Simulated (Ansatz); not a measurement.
# AlHF2: the cost of one run

Computed with Ansatz 0.2.0 (DFT PBE, scalar-relativistic, plane waves, PAW, unless a step's input says otherwise).

### Step 1. The starting structure

The structure is orthorhombic, space group Pmmm (No. 47). The conventional cell has a = 2.954 Å, b = 3.037 Å, c = 5.295 Å, α = 90.00°, β = 90.00°, γ = 90.00°. Around Al (site symmetry mmm) lie 4 F at 2.05 Å. H (site symmetry mmm) is surrounded by 4 F at 1.95 Å. Around F (site symmetry mm2) lie 2 H at 1.95 Å and 2 Al at 2.05 Å.

Structure file:

```xyz
4
Lattice="2.9537 0.0000 0.0000 0.0000 3.0372 0.0000 0.0000 0.0000 5.2952" Properties=species:S:1:pos:R:3 pbc="T T T"
Al    0.0000    0.0000    0.0000
H     1.4768    1.5186    2.6476
F     0.0000    1.5186    3.9211
F     0.0000    1.5186    1.3742
```

A structure generator made this guess: species swapped into a database cell of CuPdO2 (Pmmm, No. 47), with H on the Cu sites, Al on the Pd sites and F on the O sites. Lengths come from tabulated atomic sizes and are only a guess.

### Step 2. A first look at the guess

The input, input.yaml:

```yaml
crystal:
  lattice:
    - [2.95369518, 0.0, 0.0]
    - [0.0, 3.03719158, 0.0]
    - [0.0, 0.0, 5.29524518]
  atoms:
    - { symbol: Al, position: [0.0, 0.0, 0.0] }
    - { symbol: H, position: [0.5, 0.5, 0.5] }
    - { symbol: F, position: [0.0, 0.5, 0.74048889] }
    - { symbol: F, position: [0.0, 0.5, 0.25951111] }
basis:
  ecutwfc: 420
kpoints:
  mp_grid: { grid: [6, 6, 4] }
hamiltonian:
  xc: pbe
scf:
  occupations: { method: gaussian, width: 0.1 }
  lower_state_search: "off"
output:
  forces: true
  stress: true
  eigenvalues: true
```

The run is started by

```console
ansatz run input.yaml --threads 1 --pin off --max-ram 2560MiB --backend cpu --events-out ev --progress --plain --runs-dir out
```

Q: Estimate wall time and peak memory on 1 thread of Intel Xeon Platinum 8488C (Sapphire Rapids), shared host.

About 1.2 s, with a peak of 0.37 GiB.
